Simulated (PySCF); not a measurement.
# WCl₃⁺: structure of the singlet

The task is one start of a wider search on WCl₃⁺: the singlet, from a PBE0 minimum start. It is relaxed, tested by its Hessian and followed downhill if it is a saddle.

Computed with PySCF 2.14.0. Level: B3LYP, basis W def2-SVP with ECP60, Cl def2-SVP, scalar-relativistic core potentials, no spin–orbit coupling, density fitting.

## 1. The starting structure

4 atoms, charge 1, spin multiplicity 1.

Bond lengths: W1–Cl2 2.163 Å, W1–Cl3 2.163 Å, W1–Cl4 2.163 Å. Angles: Cl2–W1–Cl3 120.0°, Cl2–W1–Cl4 120.0°, Cl3–W1–Cl4 120.0°.

```xyz
4
charge 1 multiplicity 1
W     0.0000    0.0000    0.0000
Cl   -0.0010    0.0000    2.1632
Cl    1.8739    0.0000   -1.0808
Cl   -1.8729    0.0000   -1.0825
```

## 2. Finding the electronic state

The steps below are one call of a driver around PySCF. For each, scf.py gives the equivalent set-up of the SCF; relaxations use the driver's own optimiser. After this first run the driver tries any further starts and a stability analysis.

File scf.py:

```python
from pyscf import gto, scf, dft
mol = gto.M(atom='''
W      0.000000     0.000000    -0.000000
Cl    -0.001000     0.000000     2.163230
Cl     1.873920    -0.000000    -1.080750
Cl    -1.872910     0.000000    -1.082480''',
    basis={'W': 'def2-SVP', 'Cl': 'def2-SVP'},
    ecp={'W': 'def2-SVP'},
    charge=1, spin=0)
mf = dft.RKS(mol, xc='B3LYP')
mf.grids.atom_grid = (50, 194)
aux = {'W': 'def2-universal-JKFIT', 'Cl': 'def2-universal-JKFIT'}
mf = mf.density_fit(auxbasis=aux)
mf.conv_tol = 1e-08
mf.diis_space = 10
mf.max_cycle = 60
mf.init_guess = 'minao'
mf.verbose = 4
mf.kernel()
```

Run with:

```console
> OMP_NUM_THREADS=2 python axn.py task.json out
```

After this run come: Relaxing the singlet from the PBE0 minimum start; Is it a minimum? Harmonic modes; The broken-symmetry singlet; Vibrations and properties at this point.

Before running it: what results should come out? Wanted: minimum; geometry; wavenumbers; dipole moment; highest occupied, lowest empty level; polar-tensor charge of W1; zero-point energy; ⟨S²⟩.

As calculated:

| quantity | value |
| --- | --- |
| minimum | broken-symmetry (Ms = 0), C2v |
| geometry | W–Cl 2.188 Å, W–Cl 2.196 Å (×2); Cl–W–Cl 115.5°, Cl–W–Cl 122.3° (×2) |
| wavenumbers (cm⁻¹) | 38, 71, 111, 431, 432, 474 |
| dipole moment (centre of mass) | 0.28 D |
| highest occupied, lowest empty level (either spin) | -12.80, -9.99 eV |
| polar-tensor charge of W1 | +2.09 e |
| zero-point energy | 9.3 kJ/mol |
| entropy at 298.15 K | 357.7 J/(mol K) |
| ⟨S²⟩ | 0.664 |

**Reading.** The PBE0 minimum start (D3h) ends in a minimum of C2v symmetry. The determinant is spin-contaminated (⟨S²⟩ = 0.66 against 0.00), so it is no pure spin state. The strongest infrared band lies at 431 cm⁻¹ (stretch). Other starts or spin states, not run here, may lie lower. The SCF density has lower symmetry than the nuclear frame. Spin–orbit coupling, left out here, can matter for elements this heavy.
